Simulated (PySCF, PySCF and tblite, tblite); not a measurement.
# C5H16Si3: conformers and averaged spectra, part 2 of 2

PySCF and tblite. Atoms count from 0.

## 5. Shieldings, conformer 1: PBE0/6-31G*

The job: settings as JSON, then the geometry in Å.

```
{"job": {"xc": "PBE0", "basis": "6-31G*", "kind": "nmr", "pop": true}, "charge": 0, "multiplicity": 1}
C      3.240981     0.941659    -1.192720
C      2.296859     1.387837    -0.380463
Si     2.100112     0.893593     1.427125
Si     0.336430    -0.606550     1.623485
Si    -1.258634    -0.528388    -0.083428
C     -1.949589     1.245717    -0.269901
C     -2.744565    -1.694045     0.220185
C     -0.461303    -1.017195    -1.750965
H      3.311696     1.232930    -2.230738
H      4.000423     0.257593    -0.848970
H      1.562400     2.075821    -0.785256
H      1.875737     2.146874     2.166030
H      3.401188     0.383887     1.881465
H     -0.303545    -0.404841     2.936799
H      0.879798    -1.972738     1.739719
H     -2.688528     1.310319    -1.063937
H     -2.426030     1.581820     0.646547
H     -1.159454     1.953369    -0.503710
H     -2.419833    -2.727276     0.300564
H     -3.475973    -1.641831    -0.582327
H     -3.254798    -1.441611     1.145114
H      0.394876    -0.386479    -1.973721
H     -0.110552    -2.044994    -1.732570
H     -1.159430    -0.925708    -2.578512
```

Standard output:

```text
coarse grid: 20224 points
cycle   1  E = -1067.9678843752  dE =  2.132e-01  |g| = 5.888e-01  |ddm| = 4.060e+00
cycle   2  E = -1067.9451212666  dE =  2.276e-02  |g| = 6.445e-01  |ddm| = 1.187e+00
cycle   3  E = -1068.0603805461  dE = -1.153e-01  |g| = 3.595e-02  |ddm| = 6.849e-01
cycle   4  E = -1068.0607100948  dE = -3.295e-04  |g| = 2.216e-02  |ddm| = 7.963e-02
cycle   5  E = -1068.0608333421  dE = -1.232e-04  |g| = 8.525e-03  |ddm| = 2.653e-02
cycle   6  E = -1068.0608547322  dE = -2.139e-05  |g| = 8.608e-04  |ddm| = 9.803e-03
cycle   7  E = -1068.0608549794  dE = -2.472e-07  |g| = 2.058e-04  |ddm| = 1.450e-03
final grid: 177776 points
cycle   8  E = -1067.9679166238  dE = -2.446e-05  |g| = 9.179e-03  |ddm| = 2.372e-02
cycle   9  E = -1067.9679102107  dE =  6.413e-06  |g| = 1.047e-02  |ddm| = 1.874e-02
cycle  10  E = -1067.9679398228  dE = -2.961e-05  |g| = 3.692e-04  |ddm| = 1.021e-02
cycle  11  E = -1067.9679398661  dE = -4.328e-08  |g| = 1.467e-04  |ddm| = 7.180e-04
cycle  12  E = -1067.9679398707  dE = -4.631e-09  |g| = 7.820e-05  |ddm| = 1.821e-04
cycle  13  E = -1067.9679398724  dE = -1.702e-09  |g| = 1.108e-05  |ddm| = 8.707e-05
cycle  14  E = -1067.9679398725  dE = -4.184e-11  |g| = 2.102e-06  |ddm| = 1.791e-05
converged SCF energy = -1067.9679398725

GIAO shielding tensors (ppm)
atom      isotropic    diamagn.    paramagn.     s11        s22        s33       span
  0 C       66.823     256.493    -189.670    -44.941     73.415    171.993    216.934
  1 C       70.620     258.165    -187.545    -35.140     60.046    186.955    222.096
  2 Si     460.797     883.567    -422.770    423.388    460.731    498.272     74.884
  3 Si     511.916     885.227    -373.310    502.809    508.966    523.974     21.165
  4 Si     422.089     881.252    -459.163    416.049    417.280    432.939     16.890
  5 C      194.826     253.271     -58.445    190.449    194.373    199.658      9.209
  6 C      194.997     250.695     -55.698    190.843    193.022    201.126     10.284
  7 C      194.940     254.242     -59.303    191.376    194.278    199.165      7.789
  8 H       26.166      30.408      -4.242     22.328     25.893     30.278      7.950
  9 H       26.253      31.170      -4.917     22.530     25.518     30.712      8.182
 10 H       26.016      33.391      -7.375     23.385     25.792     28.871      5.486
 11 H       27.821      30.049      -2.228     25.191     25.470     32.804      7.613
 12 H       27.852      30.031      -2.179     24.510     26.017     33.028      8.518
 13 H       29.131      31.574      -2.443     25.287     27.051     35.054      9.768
 14 H       29.068      32.258      -3.191     25.435     27.066     34.702      9.267
 15 H       32.171      31.711       0.460     27.837     29.478     39.199     11.363
 16 H       32.131      31.994       0.137     28.186     29.633     38.574     10.389
 17 H       32.249      33.658      -1.409     27.361     30.928     38.459     11.098
 18 H       32.199      30.581       1.617     27.631     30.059     38.906     11.275
 19 H       32.178      30.222       1.956     27.739     29.748     39.047     11.308
 20 H       32.208      30.330       1.878     27.668     30.001     38.956     11.288
 21 H       32.070      34.857      -2.786     26.208     30.651     39.353     13.145
 22 H       32.317      33.010      -0.692     28.634     29.635     38.683     10.049
 23 H       32.326      32.326      -0.000     27.993     29.673     39.311     11.318
```

Wall time 29 s (1 thread of Arm Neoverse V2, shared host); peak memory 0.84 GiB.

In short: HOMO -7.27 eV, LUMO 0.01 eV; dipole 1.39 D.

## 6. Shieldings, conformer 2: PBE0/6-31G*

The job: settings as JSON, then the geometry in Å.

```
{"job": {"xc": "PBE0", "basis": "6-31G*", "kind": "nmr", "pop": false}, "charge": 0, "multiplicity": 1}
C      3.171322    -0.026947     0.642694
C      2.877745    -0.651762    -0.486182
Si     1.942133     0.114837    -1.930360
Si    -0.297611    -0.484201    -1.781051
Si    -1.309946     0.036950     0.260380
C     -0.442759    -0.902811     1.681296
C     -3.173608    -0.391920     0.324160
C     -1.130436     1.907699     0.614154
H      3.687394    -0.504087     1.463221
H      2.913185     1.009262     0.796207
H      3.164806    -1.692868    -0.580692
H      2.642589    -0.321041    -3.148480
H      2.136511     1.570822    -1.851438
H     -0.438071    -1.924766    -2.065994
H     -1.026584     0.135915    -2.902953
H     -0.859183    -0.647353     2.651794
H     -0.538011    -1.977799     1.558573
H      0.618720    -0.672040     1.708682
H     -3.616881    -0.140150     1.284377
H     -3.336506    -1.452656     0.156596
H     -3.724492     0.146136    -0.441810
H     -0.084715     2.199756     0.648798
H     -1.609203     2.502310    -0.158451
H     -1.578132     2.186478     1.564037
```

Standard output:

```text
coarse grid: 20224 points
cycle   1  E = -1067.9692237435  dE =  2.138e-01  |g| = 5.882e-01  |ddm| = 4.062e+00
cycle   2  E = -1067.9466045855  dE =  2.262e-02  |g| = 6.436e-01  |ddm| = 1.181e+00
cycle   3  E = -1068.0615517021  dE = -1.149e-01  |g| = 3.554e-02  |ddm| = 6.807e-01
cycle   4  E = -1068.0618759629  dE = -3.243e-04  |g| = 2.167e-02  |ddm| = 7.734e-02
cycle   5  E = -1068.0619930720  dE = -1.171e-04  |g| = 8.348e-03  |ddm| = 2.578e-02
cycle   6  E = -1068.0620138287  dE = -2.076e-05  |g| = 8.816e-04  |ddm| = 9.915e-03
cycle   7  E = -1068.0620140842  dE = -2.555e-07  |g| = 1.956e-04  |ddm| = 1.421e-03
final grid: 177776 points
cycle   8  E = -1067.9685723660  dE = -2.319e-05  |g| = 9.106e-03  |ddm| = 2.169e-02
cycle   9  E = -1067.9685660752  dE =  6.291e-06  |g| = 1.037e-02  |ddm| = 1.855e-02
cycle  10  E = -1067.9685951923  dE = -2.912e-05  |g| = 3.316e-04  |ddm| = 1.011e-02
cycle  11  E = -1067.9685952333  dE = -4.098e-08  |g| = 1.008e-04  |ddm| = 7.477e-04
cycle  12  E = -1067.9685952366  dE = -3.279e-09  |g| = 4.171e-05  |ddm| = 1.720e-04
cycle  13  E = -1067.9685952370  dE = -4.181e-10  |g| = 1.638e-05  |ddm| = 4.986e-05
converged SCF energy = -1067.9685952370

GIAO shielding tensors (ppm)
atom      isotropic    diamagn.    paramagn.     s11        s22        s33       span
  0 C       66.898     258.417    -191.519    -44.905     72.732    172.868    217.773
  1 C       69.899     255.985    -186.086    -36.090     57.711    188.076    224.166
  2 Si     458.852     883.133    -424.281    423.265    457.147    496.145     72.879
  3 Si     511.284     885.037    -373.753    502.015    508.271    523.564     21.549
  4 Si     422.242     881.784    -459.542    415.497    417.899    433.330     17.833
  5 C      194.485     254.725     -60.239    190.857    194.891    197.709      6.852
  6 C      194.763     250.726     -55.963    190.080    193.048    201.160     11.080
  7 C      195.391     253.591     -58.201    192.264    194.461    199.448      7.184
  8 H       26.126      29.790      -3.664     22.571     26.358     29.450      6.879
  9 H       26.217      34.342      -8.125     22.055     26.443     30.152      8.097
 10 H       25.981      29.757      -3.776     23.571     26.605     27.766      4.195
 11 H       27.814      29.038      -1.223     24.527     25.524     33.392      8.865
 12 H       27.846      31.700      -3.854     25.566     25.955     32.017      6.451
 13 H       29.067      32.124      -3.057     25.560     26.988     34.655      9.095
 14 H       29.143      31.519      -2.376     25.356     27.006     35.069      9.713
 15 H       32.358      32.699      -0.341     27.999     29.770     39.304     11.304
 16 H       32.352      33.326      -0.974     28.811     29.668     38.576      9.766
 17 H       32.022      35.470      -3.448     25.971     30.298     39.797     13.827
 18 H       32.181      30.378       1.803     27.742     29.778     39.024     11.282
 19 H       32.183      30.635       1.548     27.637     30.067     38.844     11.208
 20 H       32.215      30.326       1.890     27.692     29.969     38.984     11.292
 21 H       32.144      34.132      -1.988     27.238     30.796     38.398     11.160
 22 H       32.162      32.165      -0.003     28.180     29.647     38.660     10.480
 23 H       32.200      32.011       0.189     27.899     29.500     39.202     11.304
```

It took 31 s on 1 thread of Arm Neoverse V2, shared host; peak memory 0.8 GiB.

This run: HOMO -7.24 eV, LUMO -0.15 eV; dipole 1.33 D.

## 7. Shieldings, conformer 3: PBE0/6-31G*

The job: settings as JSON, then the geometry in Å.

```
{"job": {"xc": "PBE0", "basis": "6-31G*", "kind": "nmr", "pop": false}, "charge": 0, "multiplicity": 1}
C      4.529478    -0.726220     1.356157
C      3.583181    -1.315313     0.642481
Si     1.732691    -1.116372     0.921136
Si     0.748084     0.167879    -0.745510
Si    -1.549844     0.512601    -0.525530
C     -2.294188     1.533714    -1.961655
C     -1.933795     1.433306     1.105446
C     -2.467297    -1.163603    -0.465609
H      5.582356    -0.842552     1.144886
H      4.290005    -0.096725     2.198484
H      3.885730    -1.935044    -0.194339
H      1.546643    -0.543058     2.262342
H      1.170596    -2.476388     0.974953
H      1.039136    -0.444611    -2.056116
H      1.445817     1.464136    -0.840971
H     -2.132548     1.038805    -2.914889
H     -3.364895     1.683369    -1.847259
H     -1.831091     2.514269    -2.022864
H     -1.552721     0.884333     1.961943
H     -3.001443     1.569137     1.254349
H     -1.475268     2.417693     1.118982
H     -2.327880    -1.721240    -1.387060
H     -2.097951    -1.781263     0.348243
H     -3.536532    -1.037088    -0.320043
```

Standard output:

```text
coarse grid: 20224 points
cycle   1  E = -1067.9692695164  dE =  2.089e-01  |g| = 5.886e-01  |ddm| = 4.059e+00
cycle   2  E = -1067.9470305322  dE =  2.224e-02  |g| = 6.440e-01  |ddm| = 1.180e+00
cycle   3  E = -1068.0618424643  dE = -1.148e-01  |g| = 3.518e-02  |ddm| = 6.665e-01
cycle   4  E = -1068.0621445253  dE = -3.021e-04  |g| = 2.137e-02  |ddm| = 7.124e-02
cycle   5  E = -1068.0622631288  dE = -1.186e-04  |g| = 8.144e-03  |ddm| = 2.598e-02
cycle   6  E = -1068.0622823850  dE = -1.926e-05  |g| = 8.647e-04  |ddm| = 9.028e-03
cycle   7  E = -1068.0622826314  dE = -2.464e-07  |g| = 2.294e-04  |ddm| = 1.454e-03
final grid: 177776 points
cycle   8  E = -1067.9692182478  dE = -2.304e-05  |g| = 9.223e-03  |ddm| = 2.250e-02
cycle   9  E = -1067.9692121136  dE =  6.134e-06  |g| = 1.048e-02  |ddm| = 1.866e-02
cycle  10  E = -1067.9692417763  dE = -2.966e-05  |g| = 3.631e-04  |ddm| = 9.941e-03
cycle  11  E = -1067.9692418226  dE = -4.639e-08  |g| = 1.017e-04  |ddm| = 6.958e-04
cycle  12  E = -1067.9692418259  dE = -3.265e-09  |g| = 3.629e-05  |ddm| = 1.556e-04
cycle  13  E = -1067.9692418262  dE = -2.951e-10  |g| = 1.670e-05  |ddm| = 4.814e-05
converged SCF energy = -1067.9692418262

GIAO shielding tensors (ppm)
atom      isotropic    diamagn.    paramagn.     s11        s22        s33       span
  0 C       66.019     254.940    -188.922    -45.665     72.670    171.052    216.717
  1 C       72.673     256.293    -183.620    -30.394     62.843    185.570    215.964
  2 Si     460.784     884.358    -423.574    419.588    458.502    504.262     84.674
  3 Si     505.173     885.860    -380.687    487.350    501.925    526.245     38.895
  4 Si     424.016     880.388    -456.372    417.437    421.597    433.015     15.579
  5 C      195.310     250.965     -55.655    191.708    193.202    201.021      9.313
  6 C      195.555     253.098     -57.543    192.679    193.846    200.140      7.462
  7 C      195.519     252.798     -57.279    192.554    193.972    200.030      7.476
  8 H       26.195      26.457      -0.262     22.962     25.555     30.068      7.106
  9 H       26.238      32.424      -6.187     22.666     25.213     30.834      8.168
 10 H       26.173      28.314      -2.141     24.420     25.238     28.861      4.440
 11 H       27.915      33.579      -5.664     24.002     27.910     31.833      7.830
 12 H       27.825      31.870      -4.046     24.007     27.430     32.036      8.029
 13 H       29.063      32.875      -3.812     25.134     27.618     34.437      9.303
 14 H       29.125      33.356      -4.231     25.239     27.692     34.444      9.205
 15 H       32.236      30.666       1.570     27.703     30.076     38.929     11.226
 16 H       32.174      29.794       2.380     27.754     29.686     39.083     11.329
 17 H       32.226      30.807       1.419     27.730     30.067     38.880     11.150
 18 H       32.233      33.133      -0.900     27.442     30.744     38.514     11.072
 19 H       32.228      31.086       1.141     27.769     29.659     39.255     11.485
 20 H       32.224      32.289      -0.065     28.216     29.737     38.718     10.501
 21 H       32.241      31.850       0.390     28.211     29.773     38.738     10.527
 22 H       32.261      32.793      -0.532     27.498     30.815     38.470     10.972
 23 H       32.243      30.868       1.375     27.809     29.643     39.278     11.469
```

Wall time 25 s (1 thread of Arm Neoverse V2, shared host); peak memory 0.85 GiB.

In short: HOMO -7.14 eV, LUMO -0.16 eV; dipole 0.51 D.

## 8. The ensemble: properties at PBE0/6-31G*

The job: settings as JSON, then the geometry in Å.

```
{"job": {"study": "conf", "smiles": "C=C[SiH2][SiH2][Si](C)(C)C", "search": {"seed": 7547, "n_embed": 150, "ff_keep": 22, "window": 3.0, "nmax": 10, "temps": [150, 200, 250, 298.15, 400], "t_ref": 298.15, "order": 0.002}, "level": {"nmr": {"xc": "PBE0", "basis": "6-31G*"}}, "kind": "conf"}, "charge": 0, "multiplicity": 1}
C      4.529478    -0.726220     1.356157
C      3.583181    -1.315313     0.642481
Si     1.732691    -1.116372     0.921136
Si     0.748084     0.167879    -0.745510
Si    -1.549844     0.512601    -0.525530
C     -2.294188     1.533714    -1.961655
C     -1.933795     1.433306     1.105446
C     -2.467297    -1.163603    -0.465609
H      5.582356    -0.842552     1.144886
H      4.290005    -0.096725     2.198484
H      3.885730    -1.935044    -0.194339
H      1.546643    -0.543058     2.262342
H      1.170596    -2.476388     0.974953
H      1.039136    -0.444611    -2.056116
H      1.445817     1.464136    -0.840971
H     -2.132548     1.038805    -2.914889
H     -3.364895     1.683369    -1.847259
H     -1.831091     2.514269    -2.022864
H     -1.552721     0.884333     1.961943
H     -3.001443     1.569137     1.254349
H     -1.475268     2.417693     1.118982
H     -2.327880    -1.721240    -1.387060
H     -2.097951    -1.781263     0.348243
H     -3.536532    -1.037088    -0.320043
```

Standard output:

```text
conformer  sym    E(xTB)   E(DFT)   G(298.15 K)  weight  dipole/D
    1     C1      0.156    0.501    0.527   0.2005    1.392
    2     C1      0.000    0.000    0.266   0.3116    1.333
    3     C1      0.974    0.498    0.000   0.4879    0.511

mean shielding (ppm) by class
class atoms           150 K      200 K      250 K   298.15 K      400 K
  0 C  0             66.569     66.507     66.474     66.454     66.431
  1 C  1             71.006     71.215      71.33     71.397     71.476
  2 Si 2            459.828    460.016    460.122    460.185     460.26
  3 Si 3             509.16    508.767    508.553    508.429    508.289
  4 Si 4            422.863    422.978    423.041    423.077    423.118
  5 C  5,6,7        195.096    195.137    195.159    195.172    195.187
  6 H  8             26.157     26.163     26.166     26.168      26.17
  7 H  9             26.229     26.232     26.233     26.234     26.235
  8 H  10            26.055     26.069     26.077     26.081     26.087
  9 H  11,12         27.845     27.848      27.85     27.851     27.852
 10 H  13,14           29.1     29.099     29.099     29.099     29.098
 11 H  15,16,17      32.212     32.214     32.215     32.216     32.217
```

Run time: 95 s. Hardware: 1 thread of Arm Neoverse V2, shared host. This counts the runs that the step sums up.

The search (ETKDG, MMFF94s, GFN2-xTB) embedded 150 structures, kept 3 distinct ones after the force field and 3 after xTB; 3 were carried on (window 3.0 kcal/mol at the search's own energies). Energies: PBE0/6-31G* with D3(BJ).

The conformers at 298 K:

```tsv
no.	group	mirror pair	ΔE xTB	ΔE DFT	ΔG	weight (%)	μ (D)	C0–C1–Si2–Si3 (°)	C1–Si2–Si3–Si4 (°)	Si2–Si3–Si4–C5 (°)	A, B, C (GHz)
1	C1	yes	0.16	0.50	0.53	20.1	1.39	-104	-23	-55	1.58, 0.66, 0.57
2	C1	yes	0.00	0.00	0.27	31.2	1.33	-97	55	-62	1.56, 0.68, 0.58
3	C1	yes	0.97	0.50	0.00	48.8	0.51	108	-180	-178	2.31, 0.46, 0.45
```

Energies in kcal/mol. ΔG holds xTB vibrations and rotation, symmetry numbers and mirror pairs.

Weights (%) by temperature:

```tsv
no.	150 K	200 K	250 K	298 K	400 K
3	36.2	43.0	46.6	48.8	51.2
2	49.6	39.8	34.4	31.2	27.3
1	14.2	17.2	18.9	20.1	21.5
```

Other ways of weighting, at the same temperature:

```tsv
scheme	3	2	1	mean μ (D)
DFT free energy	49	31	20	0.94
DFT energy, symmetry counted	23	54	23	1.16
DFT energy alone	23	54	23	1.16
xTB energy, symmetry counted	10	51	39	1.27
xTB free energy	25	35	40	1.16
lowest conformer only	100	0	0	0.51
equal weights	33	33	33	1.08
conformers found from three starts alone	100	0	0	0.51
```

Shifts against references run at the same level (¹³C TMS 196.4, ²⁹Si TMS 415.5, ¹H TMS 32.41 ppm of shielding), by class of atoms, at 298 K:

```tsv
atoms	environment	no. 3	no. 2	no. 1	average
C0	terminal =CH2 carbon	130.4	129.5	129.6	129.9
C1	alkene CH	123.7	126.5	125.8	125.0
C5, C6, C7	methyl carbon bonded to Si	0.9	1.5	1.5	1.2
H10	hydrogen on an alkene CH	6.24	6.43	6.40	6.33
H8	hydrogen on a terminal =CH2 carbon	6.22	6.29	6.25	6.24
H9	hydrogen on a terminal =CH2 carbon	6.17	6.20	6.16	6.18
H11, H12	hydrogen on a silicon bonded to C, Si	4.54	4.58	4.57	4.56
H13, H14	hydrogen on a silicon bonded to 2 Si	3.32	3.31	3.31	3.31
H15, H16, H17 and 6 more	hydrogen on a methyl carbon bonded to Si	0.18	0.21	0.21	0.20
Si4	silicon bonded to 3 C, Si	-8.5	-6.8	-6.6	-7.6
Si2	silicon bonded to C, Si, 2 H	-45.3	-43.4	-45.3	-44.7
Si3	silicon bonded to 2 Si, 2 H	-89.7	-95.8	-96.4	-92.9
```

Effective distances for nuclear Overhauser effects, ⟨r⁻⁶⟩^(−1/6) over all pairs of two classes (Å): H8···H9 1.83; H8···H10 2.42; H9···H10 3.04; H9···H11 3.09; H10···H11 3.21; H11···H13 3.81; H10···H13 4.12; H10···H15 4.44.

## 9. Summary of results

This closing draws on all 2 parts.

```
                          quantity                                                value
                        conformers  3; the first in weight is no. 3 (C1), 49 % at 298 K
           root-mean-square dipole                                               1.03 D
 averaged ¹³C shifts (PBE0/6-31G*)                                129.9, 125.0, 1.2 ppm
  averaged ¹H shifts (PBE0/6-31G*)               6.33, 6.24, 6.18, 4.56, 3.31, 0.20 ppm
averaged ²⁹Si shifts (PBE0/6-31G*)                               -7.6, -44.7, -92.9 ppm
```

In words: Conformer 3 leads with 49 % at 298 K, and its share goes from 36 % at 150 K to 51 % at 400 K. It is not the lowest in DFT energy (no. 2 is): thermal terms favour it. Among conformers over 5 %, C1 differs by 2.8 ppm, while the average moves by 0.5 ppm from 150 to 400 K.
